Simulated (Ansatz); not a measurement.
# CH7NOSeSi: two geometries relaxed

Are the two ends of the inversion of the pyramid at N4 separate minima, and which lies lower? Each is relaxed from a guess. SMILES of the start: CO[SiH](N)[SeH].

Program: Ansatz 0.2.0. Level of theory: RKS r2SCAN/def2-SVP. These are calculated values, not measurements.

**1. The structure to begin with**

Bond lengths: C1–O2 1.361 Å, O2–Si3 1.705 Å, Si3–N4 1.818 Å, Si3–Se5 2.285 Å, C1–H6 1.166 Å, C1–H7 1.126 Å, C1–H8 1.074 Å, Si3–H9 1.453 Å, N4–H10 1.092 Å, N4–H11 1.092 Å, Se5–H12 1.498 Å. Angles (14 of 17 angles, heavy atoms first): C1–O2–Si3 108.2°, O2–Si3–N4 114.1°, O2–Si3–Se5 112.1°, N4–Si3–Se5 108.4°, O2–C1–H6 112.8°, O2–C1–H7 108.3°, O2–C1–H8 115.7°, O2–Si3–H9 110.6°, N4–Si3–H9 104.3°, Se5–Si3–H9 106.9°, Si3–N4–H10 104.9°, Si3–N4–H11 105.6°, Si3–Se5–H12 90.9°, H6–C1–H7 101.6°.

As a file:

```xyz
12

C    -1.5509    0.0398   -0.0072
O    -0.7283   -0.6255   -0.8633
Si    0.8830   -0.3172   -0.3990
N     1.2612   -0.7799    1.3182
Se    1.4597    1.8731   -0.6986
H    -1.4131    1.1969   -0.0554
H    -2.6098   -0.0774   -0.3720
H    -1.5119   -0.2777    1.0183
H     1.8047   -1.1088   -1.1955
H     0.6941   -1.6968    1.4934
H     0.7022   -0.0788    1.9421
H     1.0862    1.7970   -2.1470
```

**2. Relaxing end A**

File input.yaml:

```yaml
crystal:
  periodic: [false, false, false]
  atoms:
    - { symbol: C, position_ang: [-1.5509, 0.0398, -0.0072] }
    - { symbol: O, position_ang: [-0.7283, -0.6255, -0.8633] }
    - { symbol: Si, position_ang: [0.883, -0.3172, -0.399] }
    - { symbol: "N", position_ang: [1.2612, -0.7799, 1.3182] }
    - { symbol: Se, position_ang: [1.4597, 1.8731, -0.6986] }
    - { symbol: H, position_ang: [-1.4131, 1.1969, -0.0554] }
    - { symbol: H, position_ang: [-2.6098, -0.0774, -0.372] }
    - { symbol: H, position_ang: [-1.5119, -0.2777, 1.0183] }
    - { symbol: H, position_ang: [1.8047, -1.1088, -1.1955] }
    - { symbol: H, position_ang: [0.6941, -1.6968, 1.4934] }
    - { symbol: H, position_ang: [0.7022, -0.0788, 1.9421] }
    - { symbol: H, position_ang: [1.0862, 1.797, -2.147] }
basis:
  gaussian: { orbitals: def2-SVP }
hamiltonian:
  xc: r2scan
relax:
  f_tol: 0.015
  max_steps: 40
```

Run with:

```sh
ansatz run input.yaml --threads 2 --pin off --max-ram 3072MiB --backend cpu --events-out ev --progress --plain --runs-dir out
```

The log of the run (excerpt; [...] marks lines left out):

```text
Warning: RAYON_NUM_THREADS=2 ignored (pool sized by the plan → 2); use --threads N
[...]
Functional definition: r2SCAN
[...]
1421 factors; their error is unknown
[...]
mean field -77899.66123867 eV, -2862.7597482343 hartree, gradient 2.4e-5 eV, S^2 0.000000; 0 other end points of the search recorded, 0 dependent functions left out
[...]
reference -77899.66124884 eV, -2862.7597486079 hartree; 38, 38 occupied and 89, 89 virtual orbitals, 1421 factors
relax step   1: F+E_penalty+E_count = -77899.66123867 eV  Δ(F+E_penalty+E_count) = +0.000e0 eV  max|allowed force component| = 3.218e0 eV/Å  Δτ_max = 0.0000 Å  (30 SCF iters, accepted)
[...]
relax step   4: F+E_penalty+E_count = -77900.39962960 eV  Δ(F+E_penalty+E_count) = -6.630e-2 eV  max|allowed force component| = 7.457e-1 eV/Å  Δτ_max = 0.2000 Å  (35 SCF iters, accepted)
[...]
relax step   7: F+E_penalty+E_count = -77900.46590087 eV  Δ(F+E_penalty+E_count) = -3.780e-3 eV  max|allowed force component| = 1.069e-1 eV/Å  Δτ_max = 0.0643 Å  (29 SCF iters, accepted)
[...]
relax step  10: F+E_penalty+E_count = -77900.46866643 eV  Δ(F+E_penalty+E_count) = +1.002e-4 eV  max|allowed force component| = 1.024e-1 eV/Å  Δτ_max = 0.0120 Å  (31 SCF iters, rejected (line search))
[...]
relax step  11: F+E_penalty+E_count = -77900.46889951 eV  Δ(F+E_penalty+E_count) = -1.329e-4 eV  max|allowed force component| = 2.311e-2 eV/Å  Δτ_max = 0.0060 Å  (31 SCF iters, accepted)
[...]
relax step  12: F+E_penalty+E_count = -77900.46891954 eV  Δ(F+E_penalty+E_count) = -2.003e-5 eV  max|allowed force component| = 1.122e-2 eV/Å  Δτ_max = 0.0086 Å  (31 SCF iters, accepted)
1421 factors; their error is unknown
mean field -77900.46891954 eV, -2862.7894299588 hartree, gradient 1.3e-5 eV, S^2 0.000000; 1 other end points of the search recorded, 0 dependent functions left out
[...]
reference -77900.46893019 eV, -2862.7894303500 hartree; 38, 38 occupied and 89, 89 virtual orbitals, 1421 factors
Total energy: -77900.46893019 eV, -2862.7894303500 hartree
Atom 0 at    -1.748509     0.174536    -0.194272 Å, force    -0.002435     0.000967     0.003129 eV/Å
Atom 1 at    -0.689020    -0.527837    -0.804870 Å, force     0.000644     0.000463    -0.000073 eV/Å
Atom 2 at     0.905598    -0.433164    -0.333492 Å, force    -0.006363     0.001063    -0.010941 eV/Å
Atom 3 at     1.277149    -0.774191     1.304807 Å, force     0.001328     0.011117     0.001532 eV/Å
Atom 4 at     1.635170     1.723605    -0.601321 Å, force     0.007796    -0.003101     0.011217 eV/Å
Atom 5 at    -1.649534     1.266969    -0.334524 Å, force     0.000207    -0.001928    -0.001128 eV/Å
Atom 6 at    -2.694919    -0.151518    -0.652242 Å, force     0.001179    -0.000090    -0.000227 eV/Å
Atom 7 at    -1.800290    -0.027027     0.892172 Å, force     0.000143     0.000564    -0.000800 eV/Å
Atom 8 at     1.573869    -1.437385    -1.192458 Å, force     0.001714    -0.000658    -0.001268 eV/Å
Atom 9 at     1.387827    -1.722937     1.646863 Å, force     0.000290    -0.000033    -0.002435 eV/Å
Atom 10 at     1.131669    -0.106917     2.054438 Å, force     0.000086    -0.001664     0.002106 eV/Å
Atom 11 at     0.748090     1.960567    -1.751102 Å, force    -0.004589    -0.006701    -0.001112 eV/Å
Dipole moment:    -0.260193    -0.130126     0.379942 e Å
```

Wall time 58 s (2 threads of Arm Neoverse V2, shared host); peak memory 0.21 GiB.

Relaxation path:

| step | energy from step 1 (eV) | largest force component (eV/Å) |
| --- | --- | --- |
| 1 | 0.0000 | 3.2182 |
| 2 | -0.5048 | 1.5597 |
| 3 | -0.6721 | 0.7920 |
| 4 | -0.7384 | 0.7457 |
| 5 | -0.7929 | 0.2814 |
| 6 | -0.8009 | 0.1305 |
| 7 | -0.8047 | 0.1069 |
| 8x | -0.8047 | 0.1486 |
| 9 | -0.8075 | 0.0451 |
| 10x | -0.8074 | 0.1024 |
| 11 | -0.8077 | 0.0231 |
| 12 | -0.8077 | 0.0112 |

Step 1 is the start. 2 steps were tried and not accepted (marked x).

After: Bond lengths: C1–O2 1.410 Å, O2–Si3 1.666 Å, Si3–N4 1.714 Å, Si3–Se5 2.293 Å, C1–H6 1.106 Å, C1–H7 1.101 Å, C1–H8 1.106 Å, Si3–H9 1.481 Å, N4–H10 1.015 Å, N4–H11 1.014 Å, Se5–H12 1.471 Å. Angles (14 of 17 angles, heavy atoms first): C1–O2–Si3 124.6°, O2–Si3–N4 117.8°, O2–Si3–Se5 109.0°, N4–Si3–Se5 103.3°, O2–C1–H6 111.7°, O2–C1–H7 108.6°, O2–C1–H8 111.7°, O2–Si3–H9 103.3°, N4–Si3–H9 108.8°, Se5–Si3–H9 115.3°, Si3–N4–H10 122.1°, Si3–N4–H11 123.0°, Si3–Se5–H12 92.9°, H6–C1–H7 108.5°.

**3. End point B**

The second end starts from a geometry with the move made by hand.

Changes to input.yaml since step 2:

```diff
@@ -12,4 +12,4 @@
     - { symbol: H, position_ang: [1.8047, -1.1088, -1.1955] }
-    - { symbol: H, position_ang: [0.6941, -1.6968, 1.4934] }
-    - { symbol: H, position_ang: [0.7022, -0.0788, 1.9421] }
+    - { symbol: H, position_ang: [1.94573, -1.6271, 1.23652] }
+    - { symbol: H, position_ang: [1.94213, -0.00975, 1.68762] }
     - { symbol: H, position_ang: [1.0862, 1.797, -2.147] }
@@ -22 +22,3 @@
   max_steps: 40
+output:
+  orbitals: {}
```

Run with:

```sh
ansatz run input.yaml --threads 2 --pin off --max-ram 3072MiB --backend cpu --events-out ev --progress --plain --runs-dir out
```

The log of the run:

```text
Warning: RAYON_NUM_THREADS=2 ignored (pool sized by the plan → 2); use --threads N
The last accepted step is kept in <dir> (removed where the run ends without a failure and the disk answers)
Engine: ansatz 0.2.0, aarch64-unknown-linux-gnu
[... 1 set-up line as earlier in the session ...]
  parameter k0 = 0.174
  parameter k1 = 0.065
  parameter a1 = 4.9479
  exchange = r2scan_x(k0 = k0, k1 = k1, a1 = a1)
  correlation = r2scan_c
1421 factors; their error is unknown
mean field evaluation 1: about -77890.3448 eV, gradient 6.7e1 eV
mean field evaluation 2: about -77862.5334 eV, gradient 1.3e2 eV
mean field evaluation 4: about -77899.5921 eV, gradient 9.4e0 eV
mean field evaluation 8: about -77899.7555 eV, gradient 1.5e-1 eV
mean field evaluation 16: about -77899.6002 eV, gradient 4.2e-4 eV
mean field -77899.60019118 eV, -2862.7575047802 hartree, gradient 2.0e-5 eV, S^2 0.000000; 0 other end points of the search recorded, 0 dependent functions left out
the calculation of the forces begins
reference -77899.60020161 eV, -2862.7575051638 hartree; 38, 38 occupied and 89, 89 virtual orbitals, 1421 factors
relax step   1: F+E_penalty+E_count = -77899.60019118 eV  Δ(F+E_penalty+E_count) = +0.000e0 eV  max|allowed force component| = 3.176e0 eV/Å  Δτ_max = 0.0000 Å  (30 SCF iters, accepted)
these checks for a lower state are left out or cut short: starts, cluster_reference, orbital_swaps, neighbouring_geometries, increment
1421 factors; their error is unknown
mean field -77900.15316301 eV, -2862.7778261203 hartree, gradient 7.2e-6 eV, S^2 0.000000; 0 other end points of the search recorded, 0 dependent functions left out
the calculation of the forces begins
reference -77900.15317343 eV, -2862.7778265034 hartree; 38, 38 occupied and 89, 89 virtual orbitals, 1421 factors
relax step   2: F+E_penalty+E_count = -77900.15316301 eV  Δ(F+E_penalty+E_count) = -5.530e-1 eV  max|allowed force component| = 1.505e0 eV/Å  Δτ_max = 0.1943 Å  (30 SCF iters, accepted)
these checks for a lower state are left out or cut short: starts, cluster_reference, orbital_swaps, neighbouring_geometries, increment
1421 factors; their error is unknown
mean field evaluation 32: about -77900.3112 eV, gradient 8.6e-4 eV
mean field -77900.31115550 eV, -2862.7836322373 hartree, gradient 1.5e-5 eV, S^2 0.000000; 0 other end points of the search recorded, 0 dependent functions left out
the calculation of the forces begins
reference -77900.31116605 eV, -2862.7836326250 hartree; 38, 38 occupied and 89, 89 virtual orbitals, 1421 factors
relax step   3: F+E_penalty+E_count = -77900.31115550 eV  Δ(F+E_penalty+E_count) = -1.580e-1 eV  max|allowed force component| = 9.464e-1 eV/Å  Δτ_max = 0.1067 Å  (30 SCF iters, accepted)
these checks for a lower state are left out or cut short: starts, cluster_reference, orbital_swaps, neighbouring_geometries, increment
1421 factors; their error is unknown
mean field -77900.30068007 eV, -2862.7832472723 hartree, gradient 1.3e-5 eV, S^2 0.000000; 0 other end points of the search recorded, 0 dependent functions left out
the calculation of the forces begins
reference -77900.30069075 eV, -2862.7832476648 hartree; 38, 38 occupied and 89, 89 virtual orbitals, 1421 factors
relax step   4: F+E_penalty+E_count = -77900.30068007 eV  Δ(F+E_penalty+E_count) = +1.048e-2 eV  max|allowed force component| = 1.237e0 eV/Å  Δτ_max = 0.1999 Å  (34 SCF iters, rejected (line search))
these checks for a lower state are left out or cut short: starts, cluster_reference, orbital_swaps, neighbouring_geometries, increment
1421 factors; their error is unknown
mean field -77900.39882788 eV, -2862.7868541378 hartree, gradient 1.8e-5 eV, S^2 0.000000; 0 other end points of the search recorded, 0 dependent functions left out
the calculation of the forces begins
reference -77900.39883854 eV, -2862.7868545296 hartree; 38, 38 occupied and 89, 89 virtual orbitals, 1421 factors
relax step   5: F+E_penalty+E_count = -77900.39882788 eV  Δ(F+E_penalty+E_count) = -8.767e-2 eV  max|allowed force component| = 3.934e-1 eV/Å  Δτ_max = 0.0999 Å  (29 SCF iters, accepted)
these checks for a lower state are left out or cut short: starts, cluster_reference, orbital_swaps, neighbouring_geometries, increment
1421 factors; their error is unknown
mean field -77900.42374487 eV, -2862.7877698202 hartree, gradient 8.9e-6 eV, S^2 0.000000; 0 other end points of the search recorded, 0 dependent functions left out
the calculation of the forces begins
reference -77900.42375557 eV, -2862.7877702135 hartree; 38, 38 occupied and 89, 89 virtual orbitals, 1421 factors
relax step   6: F+E_penalty+E_count = -77900.42374487 eV  Δ(F+E_penalty+E_count) = -2.492e-2 eV  max|allowed force component| = 1.430e-1 eV/Å  Δτ_max = 0.1000 Å  (29 SCF iters, accepted)
these checks for a lower state are left out or cut short: starts, cluster_reference, orbital_swaps, neighbouring_geometries, increment
1421 factors; their error is unknown
mean field evaluation 64: about -77900.4441 eV, gradient 1.3e-5 eV
mean field -77900.44410466 eV, -2862.7885180287 hartree, gradient 1.3e-5 eV, S^2 0.000000; 0 other end points of the search recorded, 0 dependent functions left out
the calculation of the forces begins
reference -77900.44411540 eV, -2862.7885184233 hartree; 38, 38 occupied and 89, 89 virtual orbitals, 1421 factors
relax step   7: F+E_penalty+E_count = -77900.44410466 eV  Δ(F+E_penalty+E_count) = -2.036e-2 eV  max|allowed force component| = 6.505e-1 eV/Å  Δτ_max = 0.1500 Å  (35 SCF iters, accepted)
these checks for a lower state are left out or cut short: starts, cluster_reference, orbital_swaps, neighbouring_geometries, increment
1421 factors; their error is unknown
mean field -77900.44953312 eV, -2862.7887175209 hartree, gradient 1.6e-5 eV, S^2 0.000000; 0 other end points of the search recorded, 0 dependent functions left out
the calculation of the forces begins
reference -77900.44954373 eV, -2862.7887179110 hartree; 38, 38 occupied and 89, 89 virtual orbitals, 1421 factors
relax step   8: F+E_penalty+E_count = -77900.44953312 eV  Δ(F+E_penalty+E_count) = -5.428e-3 eV  max|allowed force component| = 2.175e-1 eV/Å  Δτ_max = 0.2000 Å  (29 SCF iters, accepted)
these checks for a lower state are left out or cut short: starts, cluster_reference, orbital_swaps, neighbouring_geometries, increment
1421 factors; their error is unknown
mean field -77900.46130656 eV, -2862.7891501870 hartree, gradient 2.1e-5 eV, S^2 0.000000; 0 other end points of the search recorded, 0 dependent functions left out
the calculation of the forces begins
reference -77900.46131716 eV, -2862.7891505764 hartree; 38, 38 occupied and 89, 89 virtual orbitals, 1421 factors
relax step   9: F+E_penalty+E_count = -77900.46130656 eV  Δ(F+E_penalty+E_count) = -1.177e-2 eV  max|allowed force component| = 2.013e-1 eV/Å  Δτ_max = 0.1339 Å  (28 SCF iters, accepted)
these checks for a lower state are left out or cut short: starts, cluster_reference, orbital_swaps, neighbouring_geometries, increment
1421 factors; their error is unknown
mean field -77900.45635968 eV, -2862.7889683925 hartree, gradient 1.7e-5 eV, S^2 0.000000; 0 other end points of the search recorded, 0 dependent functions left out
the calculation of the forces begins
reference -77900.45637032 eV, -2862.7889687836 hartree; 38, 38 occupied and 89, 89 virtual orbitals, 1421 factors
relax step  10: F+E_penalty+E_count = -77900.45635968 eV  Δ(F+E_penalty+E_count) = +4.947e-3 eV  max|allowed force component| = 8.369e-1 eV/Å  Δτ_max = 0.0867 Å  (29 SCF iters, rejected (line search))
these checks for a lower state are left out or cut short: starts, cluster_reference, orbital_swaps, neighbouring_geometries, increment
1421 factors; their error is unknown
mean field -77900.46746713 eV, -2862.7893765838 hartree, gradient 1.2e-5 eV, S^2 0.000000; 0 other end points of the search recorded, 0 dependent functions left out
the calculation of the forces begins
reference -77900.46747775 eV, -2862.7893769741 hartree; 38, 38 occupied and 89, 89 virtual orbitals, 1421 factors
relax step  11: F+E_penalty+E_count = -77900.46746713 eV  Δ(F+E_penalty+E_count) = -6.161e-3 eV  max|allowed force component| = 5.764e-2 eV/Å  Δτ_max = 0.0432 Å  (29 SCF iters, accepted)
these checks for a lower state are left out or cut short: starts, cluster_reference, orbital_swaps, neighbouring_geometries, increment
1421 factors; their error is unknown
mean field evaluation 96: about -77900.4685 eV, gradient 5.0e-5 eV
mean field -77900.46851491 eV, -2862.7894150888 hartree, gradient 1.2e-5 eV, S^2 0.000000; 0 other end points of the search recorded, 0 dependent functions left out
the calculation of the forces begins
reference -77900.46852553 eV, -2862.7894154791 hartree; 38, 38 occupied and 89, 89 virtual orbitals, 1421 factors
relax step  12: F+E_penalty+E_count = -77900.46851491 eV  Δ(F+E_penalty+E_count) = -1.048e-3 eV  max|allowed force component| = 1.179e-1 eV/Å  Δτ_max = 0.0257 Å  (30 SCF iters, accepted)
these checks for a lower state are left out or cut short: starts, cluster_reference, orbital_swaps, neighbouring_geometries, increment
1421 factors; their error is unknown
mean field -77900.46874405 eV, -2862.7894235096 hartree, gradient 1.2e-5 eV, S^2 0.000000; 0 other end points of the search recorded, 0 dependent functions left out
the calculation of the forces begins
reference -77900.46875467 eV, -2862.7894238998 hartree; 38, 38 occupied and 89, 89 virtual orbitals, 1421 factors
relax step  13: F+E_penalty+E_count = -77900.46874405 eV  Δ(F+E_penalty+E_count) = -2.291e-4 eV  max|allowed force component| = 4.907e-2 eV/Å  Δτ_max = 0.0255 Å  (30 SCF iters, accepted)
these checks for a lower state are left out or cut short: starts, cluster_reference, orbital_swaps, neighbouring_geometries, increment
1421 factors; their error is unknown
mean field -77900.46888822 eV, -2862.7894288079 hartree, gradient 1.2e-5 eV, S^2 0.000000; 0 other end points of the search recorded, 0 dependent functions left out
the calculation of the forces begins
reference -77900.46889884 eV, -2862.7894291981 hartree; 38, 38 occupied and 89, 89 virtual orbitals, 1421 factors
relax step  14: F+E_penalty+E_count = -77900.46888822 eV  Δ(F+E_penalty+E_count) = -1.442e-4 eV  max|allowed force component| = 1.063e-2 eV/Å  Δτ_max = 0.0115 Å  (31 SCF iters, accepted)
1421 factors; their error is unknown
mean field evaluation 128: about -77900.4689 eV, gradient 5.1e-3 eV
mean field -77900.46888822 eV, -2862.7894288079 hartree, gradient 1.3e-5 eV, S^2 0.000000; 1 other end points of the search recorded, 0 dependent functions left out
the calculation of the forces begins
reference -77900.46889884 eV, -2862.7894291981 hartree; 38, 38 occupied and 89, 89 virtual orbitals, 1421 factors
Total energy: -77900.46889884 eV, -2862.7894291981 hartree
Atom 0 at    -1.556469     0.121145    -0.036211 Å, force     0.001007    -0.001214    -0.001727 eV/Å
Atom 1 at    -0.549383    -0.543551    -0.766592 Å, force     0.010633     0.009602     0.005547 eV/Å
Atom 2 at     1.083934    -0.388170    -0.477384 Å, force    -0.007120    -0.008050    -0.005497 eV/Å
Atom 3 at     1.649232    -0.712328     1.108188 Å, force     0.001702     0.000237     0.004119 eV/Å
Atom 4 at     1.701126     1.792815    -0.817556 Å, force    -0.003235    -0.003597    -0.001542 eV/Å
Atom 5 at    -1.511557     1.216353    -0.181762 Å, force    -0.001016     0.000643    -0.000652 eV/Å
Atom 6 at    -2.536785    -0.237210    -0.385594 Å, force    -0.001833    -0.001439    -0.000253 eV/Å
Atom 7 at    -1.477460    -0.082908     1.048095 Å, force    -0.000156    -0.000187    -0.000443 eV/Å
Atom 8 at     1.688126    -1.367517    -1.409543 Å, force    -0.000003    -0.000728    -0.000199 eV/Å
Atom 9 at     1.826776    -1.656509     1.434834 Å, force    -0.000557     0.006695    -0.002009 eV/Å
Atom 10 at     1.565888    -0.048278     1.870129 Å, force     0.000119    -0.004123     0.001243 eV/Å
Atom 11 at     0.685233     1.989610    -1.863964 Å, force     0.000459     0.002160     0.001412 eV/Å
Dipole moment:    -0.210989    -0.137769     0.406008 e Å
```

It took 68 s on 2 threads of Arm Neoverse V2, shared host; peak memory 0.21 GiB.

Step by step:

| step | energy from step 1 (eV) | largest force component (eV/Å) |
| --- | --- | --- |
| 1 | 0.0000 | 3.1759 |
| 2 | -0.5530 | 1.5047 |
| 3 | -0.7110 | 0.9464 |
| 4x | -0.7005 | 1.2375 |
| 5 | -0.7986 | 0.3934 |
| 6 | -0.8236 | 0.1430 |
| 7 | -0.8439 | 0.6505 |
| 8 | -0.8493 | 0.2175 |
| 9 | -0.8611 | 0.2013 |
| 10x | -0.8562 | 0.8369 |
| 11 | -0.8673 | 0.0576 |
| 12 | -0.8683 | 0.1179 |
| 13 | -0.8686 | 0.0491 |
| 14 | -0.8687 | 0.0106 |

Step 1 is the start. 2 steps were tried and not accepted (marked x).

After: Bond lengths: C1–O2 1.410 Å, O2–Si3 1.666 Å, Si3–N4 1.714 Å, Si3–Se5 2.292 Å, C1–H6 1.106 Å, C1–H7 1.101 Å, C1–H8 1.106 Å, Si3–H9 1.481 Å, N4–H10 1.015 Å, N4–H11 1.014 Å, Se5–H12 1.472 Å. Angles (14 of 17 angles, heavy atoms first): C1–O2–Si3 124.5°, O2–Si3–N4 117.8°, O2–Si3–Se5 109.1°, N4–Si3–Se5 103.2°, O2–C1–H6 111.7°, O2–C1–H7 108.5°, O2–C1–H8 111.7°, O2–Si3–H9 103.2°, N4–Si3–H9 108.8°, Se5–Si3–H9 115.2°, Si3–N4–H10 122.1°, Si3–N4–H11 123.0°, Si3–Se5–H12 92.7°, H6–C1–H7 108.5°.

**4. Results**

| quantity | value |
| --- | --- |
| end A | 9 moves, 0.808 eV lower |
| end B | 11 moves, 0.869 eV lower |
| largest difference between the ends | 0.01 Å |
| end B relative to end A | +0.000 eV |

**Reading.** Both starts fell into the same minimum (no atom differs by more than 0.01 Å), so from this start no second minimum was found and no band was run; another arrangement could still be one.
